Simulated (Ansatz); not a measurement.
# CH₆BFOSi₂: up Jacob's ladder to CCSD(T)

One table from this session's results is given with a row withheld; the runs are named, their logs left out.

The runs use Ansatz 0.2.0, Gaussian basis; functionals in def2-TZVPP, the program's frozen cores in correlated methods.

Levels to be run: LDA (SPW92), PBE-D4, revPBE-D4, BLYP-D4, r2SCAN-D4, B97M-V, PBE0-D4, B3LYP-D4, r2SCANh-D4, r2SCAN0-D4, HSE06-D4, BHLYP-D4, CAM-B3LYP-D4, LC-ωPBE, ωB97X-V, ωB97M-V, B2PLYP, PBE-QIDH; CCSD(T)/def2-SVP; CCSD(T)/def2-TZVPP; MP2/def2-QZVPP; extrapolation to the limit; RPA on PBE.

## The geometry

The geometry comes from an earlier relaxation with PBE0-D4 in a triple-zeta def2 set; it is a stationary point, not always the lowest conformer.

SMILES `F[SiH2]B1CO[SiH2]1`, 12 atoms, charge 0, spin multiplicity 1.

Atoms are counted from 1 here; the program's logs count them from 0.

Bond lengths: F1–Si2 1.606 Å, Si2–B3 1.988 Å, Si2–H7 1.489 Å, Si2–H8 1.489 Å, B3–C4 1.579 Å, B3–Si6 2.011 Å, C4–O5 1.449 Å, C4–H9 1.100 Å, C4–H10 1.100 Å, O5–Si6 1.680 Å, Si6–H11 1.490 Å, Si6–H12 1.490 Å. Angles: F1–Si2–B3 111.9°, F1–Si2–H7 107.2°, F1–Si2–H8 107.2°, B3–Si2–H7 110.7°, B3–Si2–H8 110.6°, H7–Si2–H8 109.0°, Si2–B3–C4 131.1°, Si2–B3–Si6 148.8°, C4–B3–Si6 80.0°, B3–C4–O5 103.9°, B3–C4–H9 113.1°, B3–C4–H10 113.2°, O5–C4–H9 110.4°, O5–C4–H10 110.4°, H9–C4–H10 106.0°, C4–O5–Si6 96.1°, B3–Si6–O5 80.0°, B3–Si6–H11 120.0° and more.

Set-up of the first run:

Input file in.yaml:

```yaml
crystal:
  periodic: [false, false, false]
  atoms:
    - {symbol: F, position_ang: [-0.044012, -3.015886, 0.846207]}
    - {symbol: Si, position_ang: [0.974363, -1.801776, 0.586205]}
    - {symbol: B, position_ang: [0.026205, -0.140469, 0.043084]}
    - {symbol: C, position_ang: [0.571972, 1.297315, -0.313189]}
    - {symbol: O, position_ang: [-0.622814, 2.055684, -0.626113]}
    - {symbol: Si, position_ang: [-1.704627, 0.797606, -0.364846]}
    - {symbol: H, position_ang: [1.733618, -1.586779, 1.848836]}
    - {symbol: H, position_ang: [1.918278, -2.239641, -0.478874]}
    - {symbol: H, position_ang: [1.118836, 1.769710, 0.516739]}
    - {symbol: H, position_ang: [1.261502, 1.298126, -1.170787]}
    - {symbol: H, position_ang: [-2.480700, 0.431637, -1.583127]}
    - {symbol: H, position_ang: [-2.675520, 1.079374, 0.729863]}
basis:
  gaussian: {orbitals: def2-TZVPP}
hamiltonian: {xc: lda}
output: {orbitals: {seedname: orbitals}}
```

Steps of the session up to this table: LDA; PBE-D4 (GGA); revPBE-D4 (GGA); BLYP-D4 (GGA); r2SCAN-D4 (meta-GGA); B97M-V (meta-GGA); PBE0-D4 (hybrid); B3LYP-D4 (hybrid); r2SCANh-D4 (hybrid); r2SCAN0-D4 (hybrid); HSE06-D4 (hybrid); BHLYP-D4 (hybrid); CAM-B3LYP-D4 (range-separated); LC-ωPBE (range-separated); ωB97X-V (range-separated); ωB97M-V (range-separated); B2PLYP (double hybrid); PBE-QIDH (double hybrid).

One table of the session follows, with a row left open; its other results are not shown here.

It belongs to the step «Frontier levels by functional». 

```
  functional  HOMO (eV)  LUMO (eV)  gap (eV)
 LDA (SPW92)      -6.59      -4.01      2.58
      PBE-D4      -6.48      -3.80      2.67
   revPBE-D4          ?          ?         ?
     BLYP-D4      -6.37      -3.61      2.76
   r2SCAN-D4      -6.72      -3.58      3.14
      B97M-V      -6.82      -3.66      3.16
     PBE0-D4      -7.67      -2.89      4.78
    B3LYP-D4      -7.49      -3.05      4.44
  r2SCANh-D4      -7.16      -3.26      3.90
  r2SCAN0-D4      -7.82      -2.77      5.05
    HSE06-D4      -7.27      -3.27      4.00
    BHLYP-D4      -8.78      -1.80      6.97
CAM-B3LYP-D4      -9.01      -1.71      7.30
     LC-ωPBE     -10.32      -0.59      9.73
     ωB97X-V      -9.97      -0.68      9.30
     ωB97M-V      -9.78      -0.88      8.90
```

**Question.** Estimate the row for revPBE-D4.

As computed: HOMO (eV): -6.43; LUMO (eV): -3.71; gap (eV): 2.72. In the column «HOMO (eV)» it lies between PBE-D4 (-6.48) and BLYP-D4 (-6.37).
